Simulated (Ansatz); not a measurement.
# CH₃AsO₂: one species, many methods

The task here is to estimate one member of a computed series from the others.

Method: functionals in def2-TZVPP, the program's frozen cores in correlated methods; program: Ansatz 0.2.0, Gaussian basis.

Levels to be run: LDA (SPW92), PBE-D4, revPBE-D4, BLYP-D4, r2SCAN-D4, B97M-V, PBE0-D4, B3LYP-D4, r2SCANh-D4, r2SCAN0-D4, HSE06-D4, BHLYP-D4, CAM-B3LYP-D4, LC-ωPBE, ωB97X-V, ωB97M-V, B2PLYP, PBE-QIDH; CCSD(T)/def2-SVP; CCSD(T)/def2-TZVPP; MP2/def2-QZVPP; extrapolation to the limit; RPA on PBE.

## The geometry

All runs share one geometry, relaxed beforehand with PBE0-D4 in a triple-zeta def2 set.

SMILES `C1O[AsH]O1`, 7 atoms, charge 0, spin multiplicity 1.

Atoms are counted from 1 here; the program's logs count them from 0.

Bond lengths: C1–O2 1.420 Å, C1–O4 1.420 Å, C1–H5 1.095 Å, C1–H6 1.102 Å, O2–As3 1.808 Å, As3–O4 1.808 Å, As3–H7 1.557 Å. Angles: O2–C1–O4 102.4°, O2–C1–H5 111.4°, O2–C1–H6 110.3°, O4–C1–H5 111.4°, O4–C1–H6 110.3°, H5–C1–H6 110.7°, C1–O2–As3 89.6°, O2–As3–O4 75.5°, O2–As3–H7 96.1°, O4–As3–H7 96.1°, C1–O4–As3 89.6°.

Coordinates:

```xyz
7
charge 0, multiplicity 1
C    -0.49111    0.53192   -0.19725
O     0.34889    0.60186    0.94542
As    1.43260   -0.64402    0.20802
O     0.32698   -0.15113   -1.13552
H    -0.76088    1.53041   -0.55571
H    -1.39339   -0.05950    0.02626
H     0.59821   -1.87764    0.66319
```

The first run:

Contents of in.yaml:

```yaml
crystal:
  periodic: [false, false, false]
  atoms:
    - {symbol: C, position_ang: [-0.491112, 0.531919, -0.197247]}
    - {symbol: O, position_ang: [0.348888, 0.601859, 0.945418]}
    - {symbol: As, position_ang: [1.432605, -0.644023, 0.208015]}
    - {symbol: O, position_ang: [0.326977, -0.151132, -1.135515]}
    - {symbol: H, position_ang: [-0.760878, 1.530413, -0.555715]}
    - {symbol: H, position_ang: [-1.393390, -0.059496, 0.026258]}
    - {symbol: H, position_ang: [0.598211, -1.877639, 0.663186]}
basis:
  gaussian: {orbitals: def2-TZVPP}
hamiltonian: {xc: lda}
output: {orbitals: {seedname: orbitals}}
```

Launch:

```sh
$ ansatz run in.yaml --threads 2 --pin off --events-out ev --progress --plain --max-ram 4352MiB
```

Steps of the session up to this table: LDA; PBE-D4 (GGA); revPBE-D4 (GGA); BLYP-D4 (GGA); r2SCAN-D4 (meta-GGA); B97M-V (meta-GGA); PBE0-D4 (hybrid); B3LYP-D4 (hybrid); r2SCANh-D4 (hybrid); r2SCAN0-D4 (hybrid); HSE06-D4 (hybrid); BHLYP-D4 (hybrid); CAM-B3LYP-D4 (range-separated); LC-ωPBE (range-separated); ωB97X-V (range-separated); ωB97M-V (range-separated); B2PLYP (double hybrid); PBE-QIDH (double hybrid).

One table of the session follows, with a row left open; its other results are not shown here.

It belongs to the step «Orbital energies across the functionals». 

| functional | HOMO (eV) | LUMO (eV) | gap (eV) |
| --- | --- | --- | --- |
| LDA (SPW92) | -6.03 | -2.95 | 3.08 |
| PBE-D4 | -5.92 | -2.68 | 3.24 |
| revPBE-D4 | -5.87 | -2.57 | 3.30 |
| BLYP-D4 | -5.84 | -2.58 | 3.26 |
| r2SCAN-D4 | -6.22 | -2.50 | 3.72 |
| B97M-V | -6.35 | -2.43 | 3.91 |
| PBE0-D4 | -7.32 | -1.74 | 5.58 |
| B3LYP-D4 | -7.13 | -2.01 | 5.12 |
| r2SCANh-D4 | -6.74 | -2.15 | 4.59 |
| r2SCAN0-D4 | -7.52 | -1.64 | 5.88 |
| HSE06-D4 | ? | ? | ? |
| BHLYP-D4 | -8.64 | -0.77 | 7.87 |
| CAM-B3LYP-D4 | -8.71 | -0.67 | 8.05 |
| LC-ωPBE | -9.98 | 0.60 | 10.59 |
| ωB97X-V | -9.68 | 0.45 | 10.13 |
| ωB97M-V | -9.58 | 0.30 | 9.88 |

**Question.** Estimate the row for HSE06-D4.

As computed: HOMO (eV): -6.92; LUMO (eV): -2.12; gap (eV): 4.79. In the column «HOMO (eV)» it lies between B3LYP-D4 (-7.13) and r2SCANh-D4 (-6.74).
